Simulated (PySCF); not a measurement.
# C7H14N2: magnetic properties

What do calculations give for the magnetic properties of C7H14N2 (`C1CCN(NC2CC2)C1`)?

Programs: PySCF 2.14.0, with routines of our own; each step states its level. All values are computed. Atoms count from 0.

## 1. The system as given

23 atoms, charge 0, multiplicity 1; geometry from: GFN2-xTB.

## 2. Magnetic properties: GIAO PBE0/pcSseg-1

The job: settings as JSON, then the geometry in Å.

```
{"job": {"kind": "mag", "xc": "PBE0", "basis": "pcSseg-1", "isotopologues": 0}, "charge": 0, "multiplicity": 1}
C     -2.616915     0.099142     0.392339
C     -2.477033     0.258363    -1.120868
C     -0.997861     0.618362    -1.289555
N     -0.314542     0.162865    -0.074683
N      0.864620    -0.546212    -0.361352
C      1.839891    -0.449970     0.681579
C      3.274171    -0.333779     0.256948
C      2.557297     0.858710     0.808958
C     -1.283379    -0.529683     0.768458
H     -2.708522     1.076021     0.866629
H     -3.465520    -0.518730     0.681003
H     -2.698785    -0.688945    -1.615742
H     -3.138074     1.021722    -1.526322
H     -0.862177     1.701561    -1.369456
H     -0.553183     0.154340    -2.174861
H      0.676357    -1.530456    -0.591365
H      1.635808    -0.999059     1.603160
H      3.475007    -0.351337    -0.802306
H      4.026945    -0.816183     0.861614
H      2.270472     1.634284     0.118173
H      2.813223     1.211022     1.796123
H     -1.027164    -0.390315     1.821268
H     -1.295390    -1.614736     0.553274
```

With the program's defaults for keys left out, this is: GIAO PBE0/pcSseg-1 magnetisability, rotational g tensor and spin-rotation constants, non-relativistic, gas phase.

Command:

```bash
OMP_NUM_THREADS=1 python excited_run.py task.json out
```

This one command runs all jobs of the session in turn.

Output:

```text
coarse grid: 18408 points
cycle   1  E = -383.9917215172  dE =  1.315e+00  |g| = 4.354e-01  |ddm| = 4.213e+00
cycle   2  E = -383.9901354762  dE =  1.586e-03  |g| = 4.583e-01  |ddm| = 9.078e-01
cycle   3  E = -384.0433064552  dE = -5.317e-02  |g| = 4.702e-02  |ddm| = 4.636e-01
cycle   4  E = -384.0437157230  dE = -4.093e-04  |g| = 1.637e-02  |ddm| = 5.163e-02
cycle   5  E = -384.0437560727  dE = -4.035e-05  |g| = 8.595e-03  |ddm| = 2.036e-02
cycle   6  E = -384.0437707602  dE = -1.469e-05  |g| = 1.084e-03  |ddm| = 7.633e-03
cycle   7  E = -384.0437710018  dE = -2.416e-07  |g| = 2.707e-04  |ddm| = 1.415e-03
final grid: 175648 points
cycle   8  E = -384.0950143311  dE = -5.729e-05  |g| = 9.976e-03  |ddm| = 3.715e-02
cycle   9  E = -384.0950049973  dE =  9.334e-06  |g| = 1.182e-02  |ddm| = 2.059e-02
cycle  10  E = -384.0950400776  dE = -3.508e-05  |g| = 5.735e-04  |ddm| = 1.143e-02
cycle  11  E = -384.0950401283  dE = -5.073e-08  |g| = 3.210e-04  |ddm| = 8.609e-04
cycle  12  E = -384.0950401500  dE = -2.174e-08  |g| = 5.331e-05  |ddm| = 3.358e-04
cycle  13  E = -384.0950401506  dE = -5.325e-10  |g| = 1.469e-05  |ddm| = 6.046e-05
converged SCF energy = -384.0950401506

Magnetisability tensor (1e-30 J/T^2)
    -1638.49       39.54      -90.39
       39.54    -1539.10       47.83
      -90.39       47.83    -1709.00
isotropic -1628.86   principal values   -1786.23  -1577.27  -1523.08
isotropic susceptibility -98.092 1e-6 cm^3/mol

Inertial axes            a          b          c
rot. const./GHz      4.5246     0.8629     0.8144
chi total          -100.903   -101.320    -92.054
chi diamagnetic    -416.806  -1557.765  -1646.500
chi paramagnetic    315.904   1456.445   1554.446
quadrupole/D A        0.903     -0.745     -0.158
g nuclear            0.6752     0.5917     0.5923
g electronic        -0.6715    -0.5905    -0.5947
g total              0.0037     0.0013    -0.0025

Spin-rotation constants (kHz, H = +C I.J)
atom  isotope        aa         bb         cc
  3    14N        0.189      0.069      0.075
  4    14N        0.385      0.081      0.066
  9     1H       -0.491     -0.092      0.025
 10     1H       -0.160     -0.055     -0.071
 11     1H       -0.454     -0.092      0.016
 12     1H       -0.173     -0.069     -0.059
 13     1H       -0.459     -0.064      0.024
 14     1H       -0.459     -0.025     -0.030
 15     1H       -0.571     -0.098      0.038
 16     1H       -0.456      0.021     -0.078
 17     1H       -0.483     -0.004     -0.080
 18     1H       -0.131     -0.070     -0.082
 19     1H       -0.422     -0.037     -0.057
 20     1H       -0.438     -0.054     -0.042
 21     1H       -0.331      0.002     -0.063
 22     1H       -0.488     -0.093      0.028
  0    13C*       0.677      0.125      0.150
  2    13C*       0.827      0.157      0.205
  5    13C*       0.735      0.128      0.150
  6    13C*       0.600      0.085      0.131
* in the singly substituted isotopologue
```

Run time: 73 s. Hardware: 1 thread of Intel Xeon 6975P-C, shared host; peak memory 0.99 GiB.

From this job:

```tsv
quantity	value
magnetisability	-1629·10⁻³⁰ J/T²
molar susceptibility	-98.1·10⁻⁶ cm³/mol
rotational g (a, b, c)	0.0037, 0.0013, -0.0025
```

The fields below are evaluated on a grid from the run's orbitals.

Frontier orbitals at PBE0/pcSseg-1, with the share of their density that lies nearest to each atom:

```tsv
orbital	energy (eV)	lies on
HOMO	-6.06	N3 55 %; N4 9 %; H13, H15, H22 about 6 % each
LUMO	1.33	H11, H22 about 13 % each; H10, H15 about 10 % each; H12, H21 about 7 % each
```

ELF in a plane through or near 8 of the atoms.

Ten even steps from '0' (0.00) to '9' (1.00):
```
0000000000000000000000000000
0000000000000000000000000000
0000000000000000000000000000
0000000000000001000000000000
0000000000000025400000000000
0000003410000048830145100000
0000016730054028654478500000
0000027830077014377588610000
0000135441177559583866200000
0001675264465827326452000000
0003997462174647327851000000
0003997242342268485464000000
0000561059960042486899800000
0000000089980288554899910000
0000000079960499711699600000
0000000015500388500044000000
0000000000000034100000000000
0000000000000000000000000000
0000000000000000000000000000
0000000000000000000000000000
```
The map spans 13.5 Å across and 9.2 Å up, centred on the molecule. Atoms in the plane (x, y in Å): C1 (2.7, 0.7), C2 (1.2, 1.2), N3 (0.3, 0.1), C5 (-1.9, -0.4), C6 (-3.3, 0.3), C8 (1.1, -1.1), H10 (3.3, -1.4), H16 (-1.9, -1.5).

On the surface of density 0.002 e/bohr³ the electrostatic potential runs, from the 1st to the 99th percentile, from -1.48 V near N3 to 1.03 V near H15.

## 3. Magnetic properties: common gauge origin B97-2/pcSseg-0, grid 3

Settings changed since step 2:

```diff
@@ -1,2 +1,2 @@
-{"job": {"kind": "mag", "xc": "PBE0", "basis": "pcSseg-1", "isotopologues": 0}, "charge": 0, "multiplicity": 1}
+{"job": {"kind": "mag", "xc": "B97-2", "basis": "pcSseg-0", "grid": 3, "gauge": [0, 0, 0]}, "charge": 0, "multiplicity": 1}
 C     -2.616915     0.099142     0.392339
```

Level: common gauge origin B97-2/pcSseg-0 magnetisability, rotational g tensor and spin-rotation constants, non-relativistic, gas phase.

Output:

```text
coarse grid: 18408 points
cycle   1  E = -383.5740844729  dE =  1.207e+00  |g| = 3.002e-01  |ddm| = 4.800e+00
cycle   2  E = -383.5813967639  dE = -7.312e-03  |g| = 2.869e-01  |ddm| = 1.032e+00
cycle   3  E = -383.6025551113  dE = -2.116e-02  |g| = 3.019e-02  |ddm| = 3.891e-01
cycle   4  E = -383.6027421218  dE = -1.870e-04  |g| = 1.327e-02  |ddm| = 6.368e-02
cycle   5  E = -383.6027806418  dE = -3.852e-05  |g| = 3.511e-03  |ddm| = 2.160e-02
cycle   6  E = -383.6027834029  dE = -2.761e-06  |g| = 9.321e-04  |ddm| = 7.209e-03
final grid: 263944 points
cycle   7  E = -383.5609844972  dE = -3.331e-05  |g| = 3.530e-03  |ddm| = 3.100e-02
cycle   8  E = -383.5609823010  dE =  2.196e-06  |g| = 4.780e-03  |ddm| = 1.077e-02
cycle   9  E = -383.5609871939  dE = -4.893e-06  |g| = 2.635e-04  |ddm| = 6.795e-03
cycle  10  E = -383.5609872076  dE = -1.368e-08  |g| = 1.113e-04  |ddm| = 4.896e-04
cycle  11  E = -383.5609872106  dE = -3.051e-09  |g| = 1.650e-05  |ddm| = 1.636e-04
cycle  12  E = -383.5609872107  dE = -7.935e-11  |g| = 6.735e-06  |ddm| = 5.275e-05
converged SCF energy = -383.5609872107

Magnetisability tensor (1e-30 J/T^2)
    -4355.55     -309.54     1497.92
     -309.54   -13912.82     -227.16
     1497.92     -227.16   -13418.62
isotropic -10562.33   principal values  -14011.71 -13572.79  -4102.49
isotropic susceptibility -636.078 1e-6 cm^3/mol

Inertial axes            a          b          c
rot. const./GHz      4.5246     0.8629     0.8144
chi total          -247.251   -817.542   -843.442
chi diamagnetic    -416.935  -1558.107  -1646.655
chi paramagnetic    169.684    740.565    803.213
quadrupole/D A        0.768     -0.519     -0.249
g nuclear            0.6752     0.5917     0.5923
g electronic        -0.3607    -0.3002    -0.3073
g total              0.3145     0.2915     0.2849

Spin-rotation constants (kHz, H = +C I.J)
atom  isotope        aa         bb         cc
  3    14N        0.106      0.019     -0.002
  4    14N        0.399      0.020      0.026
  9     1H       -0.423     -0.029     -0.029
 10     1H       -0.080      0.368      0.440
 11     1H       -0.713      0.096      0.123
 12     1H       -0.214      0.414      0.446
 13     1H        0.061     -0.292     -0.152
 14     1H        0.196     -0.402     -0.201
 15     1H        0.119     -0.327     -0.408
 16     1H       -0.193     -0.288     -0.232
 17     1H       -0.281      0.058     -0.009
 18     1H       -0.425      0.695      0.561
 19     1H       -0.219     -0.342     -0.454
 20     1H        0.064      0.243      0.156
 21     1H        0.396     -0.431     -0.251
 22     1H       -0.381     -0.311     -0.236
  0    13C*       0.209      0.066      0.082
  2    13C*       0.452      0.021      0.058
  5    13C*       0.383     -0.035     -0.014
  6    13C*       0.321      0.117      0.121
* in the singly substituted isotopologue
```

It took 12 s on 1 thread of Intel Xeon 6975P-C, shared host; peak memory 0.75 GiB.

A normal end doesn't make this result sound: a common gauge origin replaces GIAOs, so the magnetic properties depend on where the origin lies.

## 4. Results

| quantity | value |
| --- | --- |
| magnetisability (step 2, GIAO PBE0/pcSseg-1) | -1629·10⁻³⁰ J/T² |
| molar susceptibility (step 2, GIAO PBE0/pcSseg-1) | -98.1·10⁻⁶ cm³/mol |
| rotational g (a, b, c) (step 2, GIAO PBE0/pcSseg-1) | 0.0037, 0.0013, -0.0025 |
| surface potential, 1st and 99th percentile | -1.48 V and 1.03 V |
| runs | 0 failed, 1 ended on unsound input |

The values above hold for this geometry and these levels alone. Vibrational averaging and real surroundings are missing from these values.
